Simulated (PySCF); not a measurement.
**C3H7FOSi: electronic excitations and core binding energies**

Wanted: the electronic excitations and core binding energies of C3H7FOSi (`O[SiH2]/C=C/CF`), by calculation.

Programs: PySCF 2.14.0, with density-fitted response routines of our own. Each step states its level of theory. These are calculated values for one molecule in the gas phase, unless marked as measured. Atoms count from 0, in the outputs and in this text.

### 1 The molecule as given

13 atoms, charge 0, multiplicity 1; geometry from: GFN2-xTB.

Bonds of the start (Å): O0–Si1 1.63, Si1–C2 1.88, C2–C3 1.33, C3–C4 1.50, C4–F5 1.37, O0–H6 0.95, Si1–H7 1.47, Si1–H8 1.46, C2–H9 1.08, C3–H10 1.08, C4–H11 1.10, C4–H12 1.10.

### 2 Ultraviolet spectrum: wB97X-D/def2-SVPD

The job: settings as JSON, then the geometry in Å.

```
{"job": {"kind": "uv", "xc": "wB97X-D", "basis": "def2-SVPD", "nstates": 8, "ntriplets": 3}, "charge": 0, "multiplicity": 1}
O      2.381341     0.325782    -1.128239
Si     1.987865    -0.276307     0.331664
C      0.126207    -0.241842     0.614393
C     -0.772548     0.055909    -0.312899
C     -2.256548     0.071124    -0.115681
F     -2.617727    -0.234452     1.172229
H      2.162722     1.218017    -1.382436
H      2.621857     0.504872     1.398727
H      2.496744    -1.636327     0.223642
H     -0.239808    -0.496046     1.600416
H     -0.479397     0.314071    -1.322721
H     -2.671524     1.064556    -0.332326
H     -2.743572    -0.668869    -0.764497
```

With the program's defaults for keys left out, this is: TDDFT wB97X-D/def2-SVPD, vertical, gas phase, core orbitals frozen in the response.

On the command line:

```bash
$ OMP_NUM_THREADS=1 python probes_run.py task.json out
```

This one command runs all jobs of the session in turn.

**Question.** This job is followed by: delta-SCF UKS SCAN, pcX-2 on the ionised atom, pcseg-1 elsewhere, spin-free X2C. What will the session give for the following? lowest singlet (wB97X-D/def2-SVPD); brightest single state of those computed; lowest triplet; C1s binding energies, SCAN/pcX-2; O1s binding energies, SCAN/pcX-2; Si1s binding energies, SCAN/pcX-2; Si2p binding energies, SCAN/pcX-2; F1s binding energies, SCAN/pcX-2.

**Answer**, as computed:

```
                                quantity                               value
      lowest singlet (wB97X-D/def2-SVPD)         6.76 eV (183 nm), f = 0.020
brightest single state of those computed         state 2, 7.02 eV, f = 0.301
                          lowest triplet                             4.44 eV
        C1s binding energies, SCAN/pcX-2  C4 293.28, C3 290.76, C2 289.90 eV
        O1s binding energies, SCAN/pcX-2                        O0 538.61 eV
       Si1s binding energies, SCAN/pcX-2                      Si1 1846.98 eV
       Si2p binding energies, SCAN/pcX-2                       Si1 107.29 eV
        F1s binding energies, SCAN/pcX-2                        F5 692.56 eV
```

The first singlet state (HOMO−1→LUMO 0.83) lies at 6.76 eV and is weak; of the 8 states computed, the strongest absorption comes from state 2 at 7.02 eV. The lowest triplet lies 2.32 eV below the lowest singlet (triplets in Tamm-Dancoff, singlets in full TDDFT). C4 (allylic sp3 CH2 bonded to F) binds its C1s electron 3.39 eV more tightly than C2 (alkene CH).
